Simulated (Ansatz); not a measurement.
# C₃H₈B₂S: up Jacob's ladder to CCSD(T)

An exercise on one series of results from a longer session: the logs are not shown, and one member is left open.

Computed with Ansatz 0.2.0, Gaussian basis. Level: functionals in def2-TZVPP, the program's frozen cores in correlated methods.

Plan: LDA (SPW92), PBE-D4, revPBE-D4, BLYP-D4, r2SCAN-D4, B97M-V, PBE0-D4, B3LYP-D4, r2SCANh-D4, r2SCAN0-D4, HSE06-D4, BHLYP-D4, CAM-B3LYP-D4, LC-ωPBE, ωB97X-V, ωB97M-V, B2PLYP, PBE-QIDH; CCSD(T)/def2-SVP; CCSD(T)/def2-TZVPP; MP2/def2-QZVPP; extrapolation to the limit; RPA on PBE.

### The geometry

An earlier PBE0-D4 in a triple-zeta def2 set relaxation fixed the geometry.

SMILES `C=CBB(C)S`, 14 atoms, charge 0, spin multiplicity 1.

Atoms are counted from 1 here; the program's logs count them from 0.

Bond lengths: C1–C2 1.339 Å, C1–H7 1.087 Å, C1–H8 1.086 Å, C2–B3 1.543 Å, C2–H9 1.089 Å, B3–B4 1.667 Å, B3–H10 1.206 Å, B4–C5 1.570 Å, B4–S6 1.796 Å, C5–H11 1.093 Å, C5–H12 1.096 Å, C5–H13 1.096 Å, S6–H14 1.345 Å. Angles: C2–C1–H7 122.8°, C2–C1–H8 120.6°, H7–C1–H8 116.5°, C1–C2–B3 121.1°, C1–C2–H9 117.4°, B3–C2–H9 121.5°, C2–B3–B4 124.9°, C2–B3–H10 115.7°, B4–B3–H10 119.4°, B3–B4–C5 125.9°, B3–B4–S6 117.8°, C5–B4–S6 116.3°, B4–C5–H11 114.9°, B4–C5–H12 109.8°, B4–C5–H13 109.7°, H11–C5–H12 108.3°, H11–C5–H13 108.3°, H12–C5–H13 105.4° and more.

The first run:

The input, in.yaml:

```yaml
crystal:
  periodic: [false, false, false]
  atoms:
    - {symbol: C, position_ang: [-1.517937, -2.377483, -0.036283]}
    - {symbol: C, position_ang: [-0.901292, -1.284531, 0.429763]}
    - {symbol: B, position_ang: [-0.309281, -0.232610, -0.532170]}
    - {symbol: B, position_ang: [0.482950, 1.155232, -0.057204]}
    - {symbol: C, position_ang: [2.034611, 1.312887, 0.126218]}
    - {symbol: S, position_ang: [-0.509214, 2.615952, 0.268915]}
    - {symbol: H, position_ang: [-1.930768, -3.144610, 0.614617]}
    - {symbol: H, position_ang: [-1.625960, -2.538523, -1.105100]}
    - {symbol: H, position_ang: [-0.824124, -1.175558, 1.510933]}
    - {symbol: H, position_ang: [-0.475768, -0.445703, -1.707090]}
    - {symbol: H, position_ang: [2.362594, 2.308802, 0.433048]}
    - {symbol: H, position_ang: [2.396723, 0.589396, 0.865344]}
    - {symbol: H, position_ang: [2.545317, 1.055628, -0.808427]}
    - {symbol: H, position_ang: [-1.740850, 2.131817, 0.026335]}
basis:
  gaussian: {orbitals: def2-TZVPP}
hamiltonian: {xc: lda}
output: {orbitals: {seedname: orbitals}}
```

Started as:

```console
$ ansatz run in.yaml --threads 4 --pin off --events-out ev --progress --plain --max-ram 10444MiB
```

Steps of the session up to this table: LDA; PBE-D4 (GGA); revPBE-D4 (GGA); BLYP-D4 (GGA); r2SCAN-D4 (meta-GGA); B97M-V (meta-GGA); PBE0-D4 (hybrid); B3LYP-D4 (hybrid); r2SCANh-D4 (hybrid); r2SCAN0-D4 (hybrid); HSE06-D4 (hybrid); BHLYP-D4 (hybrid); CAM-B3LYP-D4 (range-separated); LC-ωPBE (range-separated); ωB97X-V (range-separated); ωB97M-V (range-separated); B2PLYP (double hybrid); PBE-QIDH (double hybrid).

One of the session's tables, all rows but one given; the rest of the session is left out.

It belongs to the step «Frontier levels by functional». 

```
  functional  HOMO (eV)  LUMO (eV)  gap (eV)
 LDA (SPW92)      -6.40      -3.23      3.18
      PBE-D4      -6.32      -2.95      3.37
   revPBE-D4      -6.28      -2.84      3.44
     BLYP-D4      -6.24      -2.76      3.47
   r2SCAN-D4      -6.59      -2.73      3.86
      B97M-V      -6.66      -2.70      3.96
     PBE0-D4      -7.62      -2.01      5.60
    B3LYP-D4      -7.43      -2.19      5.24
  r2SCANh-D4      -7.06      -2.40      4.67
  r2SCAN0-D4      -7.78      -1.89      5.89
    HSE06-D4      -7.21      -2.39      4.82
    BHLYP-D4      -8.82      -0.93      7.89
CAM-B3LYP-D4      -9.01      -0.89      8.13
     LC-ωPBE          ?          ?         ?
     ωB97X-V     -10.00       0.15     10.15
     ωB97M-V      -9.82      -0.01      9.81
```

**Question.** Estimate the row for LC-ωPBE.

**Answer.** HOMO (eV): -10.35; LUMO (eV): 0.22; gap (eV): 10.57. In the column «HOMO (eV)» it is the lowest.
